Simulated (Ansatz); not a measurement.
# ZnS, space group F-43m: a relaxation of cell and ions

Run with the Python package of Ansatz (0.2.0).

`vcrelax_zns.py`:
```python
"""Cell relaxation of ZnS."""

import ansatz as az
import numpy as np

def edges_and_angles(cell):
    cell = np.asarray(cell)
    a, b, c = np.linalg.norm(cell, axis=1)
    cosines = cell[1] @ cell[2] / (b * c), cell[0] @ cell[2] / (a * c), cell[0] @ cell[1] / (a * b)
    return (a, b, c, *np.degrees(np.arccos(cosines)))

zns = (
    az.Lattice.of((0.0, 2.702, 2.702), (2.702, 0.0, 2.702), (2.702, 2.702, 0.0))
    .atom("Zn", (0.25, 0.25, 0.25))
    .atom("S", (0.0, 0.0, 0.0))
)

# every cell quantity that the symmetry leaves free
calc = (
    zns.calculation()
    .functional("pbe")
    .kpoints(6)  # sampling of the Brillouin zone
    .occupations("fixed")  # whole-number filling, right only where there is a gap
    .relax(force_tolerance=0.03, cell=True)  # relax until the tolerances are met
)
steps = []


def collect(event):
    if event["event"] == "relax_step":
        steps.append(event["data"])


result = calc.session().plan().execute(on_event=collect)
report = result.report
print("step   energy (eV)     max comp. (eV/A)   P (GPa)  SCF")
for s in steps:
    print(f"{s['step']:4d} {s['lagrangian_ev']:15.5f} {s['allowed_force_max_ev_ang']:12.4f} {s['pressure_gpa']:10.3f} {s['n_scf']:5d}")

first, last = steps[0], steps[-1]
symbols = [site.symbol for site in result.lattice.sites]
print(f"energy gained {first['lagrangian_ev'] - last['lagrangian_ev']:.4f} eV in {len(steps) - 1} steps")
for label, vectors in (("before", first["cell_ang"]), ("after", result.lattice.cell_ang)):
    print(label, "a b c (A) {:.4f} {:.4f} {:.4f}  angles {:.2f} {:.2f} {:.2f}".format(*edges_and_angles(vectors)), f" V = {abs(np.linalg.det(vectors)):.3f} A^3")
print("final stress xx yy zz (GPa, compression positive):", np.round(np.diag(report["stress_gpa"]), 3) + 0.0)

print("atom   start x y z (A)              end x y z (A)")
for symbol, a, b in zip(symbols, first["positions_ang"], last["positions_ang"]):
    print(f"{symbol:3s}", " ".join(f"{v:8.4f}" for v in a), "  ", " ".join(f"{v:8.4f}" for v in b))

print("relaxed fractional positions")
for site in result.lattice.sites:
    print(f"  {site.symbol:2s}", " ".join(f"{v % 1:8.5f}" for v in np.round(site.position_frac, 5)))

change = np.array(last["positions_ang"]) @ np.linalg.inv(last["cell_ang"]) - np.array(first["positions_ang"]) @ np.linalg.inv(first["cell_ang"])
moved = np.linalg.norm(change @ np.array(last["cell_ang"]), axis=1)
print("displacement within the cell, strain taken out (A):", " ".join(f"{s}:{d:.3f}" for s, d in zip(symbols, moved)))

energy = report["free_energy_ev"]
print("F of the ZnS cell: {:.6f} eV = {:.6f} Ry = {:.6f} Ha".format(energy, energy / 13.605693, energy / 27.211386))
print("Fermi level {:.4f} eV, {} k-points, {} symmetry operations".format(report["fermi_energy_ev"], report["n_kpoints"], report["n_symmetry_ops"]))
```

Output of `python vcrelax_zns.py`:
```text
DeckWarning: basis.ecutwfc = 420 eV, auto-derived from the records' recommended cutoffs: set by Zn (normal level)
step   energy (eV)     max comp. (eV/A)   P (GPa)  SCF
   1     -4222.72702       0.0000      1.617     6
   2     -4222.73036       0.0000      0.686     5
   3     -4222.73103       0.0000      0.025     5
   4     -4222.73138       0.0000      0.025     6
energy gained 0.0044 eV in 3 steps
before a b c (A) 3.8212 3.8212 3.8212  angles 60.00 60.00 60.00  V = 39.454 A^3
after a b c (A) 3.8491 3.8491 3.8491  angles 60.00 60.00 60.00  V = 40.323 A^3
final stress xx yy zz (GPa, compression positive): [0.025 0.025 0.025]
atom   start x y z (A)              end x y z (A)
Zn    1.3510   1.3510   1.3510      1.3609   1.3609   1.3609
S     0.0000   0.0000   0.0000      0.0000   0.0000   0.0000
relaxed fractional positions
  Zn  0.25000  0.25000  0.25000
  S   0.00000  0.00000  0.00000
displacement within the cell, strain taken out (A): Zn:0.000 S:0.000
F of the ZnS cell: -4222.731377 eV = -310.365035 Ry = -155.182517 Ha
Fermi level 5.5092 eV, 16 k-points, 24 symmetry operations
```
(Warnings from the package without file and line.)

Total energies depend on the potentials; only differences at equal settings carry meaning. A total without «per atom» is that of the whole cell that was run. Forces vanish by symmetry, so the ions can't move, and the end may be a saddle. Under fixed occupations the level called the Fermi level is the highest filled one on the SCF mesh; off the mesh a filled band can lie a little above it. Only differences from the Fermi energy are physical; the zero of the scale is a convention. Energies along a relaxation are free energies. Rows at an unchanged volume are solved on a plane-wave basis chosen afresh for that cell, so the energy can jump there; the script counts such rows among its steps. Edges and angles are those of the cell as typed, here a primitive one, not of the conventional cell. Of the deposited cell: the entry's cell lengths or inner coordinates differ somewhat from later room-temperature determinations. The structure is a deposited one; some such entries were measured under pressure or heat, so a shift against it needn't be the functional's error alone. It ran for 7 s on 1 thread of Arm Neoverse N1 (shared host), peak memory 0.36 GiB.

(A comment or docstring line of the script was reworded after the run, the code is as it ran.)
